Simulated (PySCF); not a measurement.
# A diatomic session: PAu

Aim: find the lowest electronic state of PAu, scan its bond at several levels of theory, and get bond length, wavenumber and dissociation energy from each curve.

Program: PySCF 2.14.0. Level of theory: P def2-TZVPP, Au def2-TZVPP with ECP60, scalar-relativistic core potentials. These are calculated values, not measurements.

**1. The job**

A driver script around PySCF takes these settings:

- atoms: P, Au
- charge: 0
- basis: P def2-TZVPP, Au def2-TZVPP with ECP60
- Hamiltonian: scalar-relativistic core potentials
- basis functions: 98
- electrons treated: 34
- masses in u: 30.9738, 196.9666
- levels: PBE0, PBE, r²SCAN, B3LYP, PBEsol, M06-2X, r²SCAN0, HSE06, HF, MP2, SCS-MP2, CCSD, CCSD(T)
- grid: 80 radial by 434 angular points
- occupations: held fixed by the projection of orbital angular momentum
- dissociation limit: P + Au, each in its ground configuration
- starting distance in angstrom: 2.290
- values of 2S to try: 0, 2, 4, 6

The run is started by

```bash
OMP_NUM_THREADS=2 python dia.py task.json out
```

After this run come: PBE0 along the bond; Excited determinants; PBE; r²SCAN; B3LYP; PBEsol (GGA); M06-2X (hybrid meta-GGA); r²SCAN0; HSE06; UHF; Adding correlation.

Before running it: what results should come out? Wanted: for each run, Re; ωe; De; μ.

As calculated:

Lowest PBE0 solution found, without spin–orbit coupling: ³Σ⁻ (triplet), unpaired electrons π ↑↑. State 2 has its PBE0 minimum 0.30 eV higher, as a spin-mixed determinant (⟨S²⟩ = 1.01), so this is no gap between pure states. State 3 has its PBE0 minimum 1.31 eV higher. State 4 has its PBE0 minimum 2.45 eV higher. The other levels ran on the lowest alone.

```tsv
level	Re (Å)	ωe (cm⁻¹)	De (eV)	μ (D)
UHF	2.329	310	0.71	2.93
UHF-MP2	2.167	409	2.40	n/a
UHF-SCS-MP2	2.190	391	2.24	n/a
UHF-CCSD	2.224	374	2.05	n/a
UHF-CCSD(T)	2.214	381	2.28	n/a
PBE	2.210	380	2.81	1.11
PBEsol	2.185	399	3.12	1.10
r²SCAN	2.196	393	2.76	1.40
B3LYP	2.234	361	2.40	1.22
PBE0	2.214	376	2.45	1.55
r²SCAN0	2.202	387	2.45	1.69
HSE06	2.219	373	2.46	1.48
M06-2X	2.214	365	2.15	1.80
```

De is counted to P + Au in their ground configurations. A positive dipole means P(−)Au(+).

Differences from CCSD(T) in the same basis:

```tsv
level	Re (mÅ)	ωe (%)
UHF	+115	-18.6
UHF-MP2	-47	+7.2
UHF-SCS-MP2	-24	+2.5
UHF-CCSD	+10	-1.9
PBE	-4	-0.3
PBEsol	-29	+4.6
r²SCAN	-18	+3.0
B3LYP	+20	-5.5
PBE0	0	-1.5
r²SCAN0	-12	+1.3
HSE06	+5	-2.3
M06-2X	0	-4.4
```

In words: Against CCSD(T) in the same basis, the bond length is nearest at PBE0 and M06-2X (0 mÅ) and farthest at UHF (+115 mÅ); the wavenumber is nearest at PBE (-0.3 %) and farthest at UHF (-18.6 %). Among the levels with a De in the table, it runs from 0.71 eV (UHF) to 3.12 eV (PBEsol).

Correlated steps freeze 5 core orbitals. These are scalar-relativistic numbers at best; spin–orbit coupling would shift them, the dissociation energy most. With d or f electrons several states lie close, and the lowest PBE0 determinant need not be the measured ground state. With spin–orbit coupling the term label itself may not hold.
